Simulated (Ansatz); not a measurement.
**TiH (doublet): wave-function methods side by side, def2-QZVPP**

An exercise on one series of results from a longer session: the logs are not shown, and one member is left open.

Method: def2-QZVPP, core rule «outside noble gas», up to 9 orbitals frozen; program: Ansatz 0.2.0, Gaussian basis.

To be run: UHF; ROHF; CCSD(T) on UHF.

## What is computed

The geometry is a PBE0/def2-TZVP stationary point (not a proven minimum) of the parent state, kept for this charge and spin.

2 atoms, charge 0, spin multiplicity 2.

Atoms are counted from 1 here; the program's logs count them from 0.

Bond lengths: Ti1–H2 1.754 Å.

The first run:

Input file in.yaml:

```yaml
crystal:
  periodic: [false, false, false]
  atoms:
    - {symbol: Ti, position_ang: [0.000000, 0.000000, 0.000000]}
    - {symbol: H, position_ang: [0.000000, 0.000000, 1.753968]}
basis:
  gaussian: {orbitals: "def2-QZVPP.json"}
magnetization: {spin_polarized: true, initial_magnetization: 1}
hamiltonian: {xc: hf}
output: {orbitals: {seedname: orbitals}}
```

Started as:

```console
$ ansatz run in.yaml --threads 1 --pin off --events-out ev --progress --plain --max-ram 4096MiB --backend cpu
```

Steps of the session up to this table: UHF; ROHF; CCSD(T) on UHF.

One table of the session follows, with a row left open; its other results are not shown here.

It belongs to the step «Misses and costs». 

| method | from UCCSD(T) (kcal/mol) |
| --- | --- |
| ROHF | ? |
| UHF | +46.82 |
| UMP2 | +13.58 |
| UCCSD | +1.95 |
| UCCSD(T) | 0 |

**Question.** Estimate the row for ROHF.

The run gave: from UCCSD(T) (kcal/mol): +79.88. In the column «from UCCSD(T) (kcal/mol)» it is the highest.

The program flags UCCSD(T) as in doubt (see the logs), so the zero of the table is itself unsure.

Caveats from the session: The determinant is far from a pure spin state, so its energy mixes those of several spin states (harmless only where they are near-degenerate, as at dissociation). The program flags UCCSD(T) as in doubt, so the zero of the table is itself unsure.
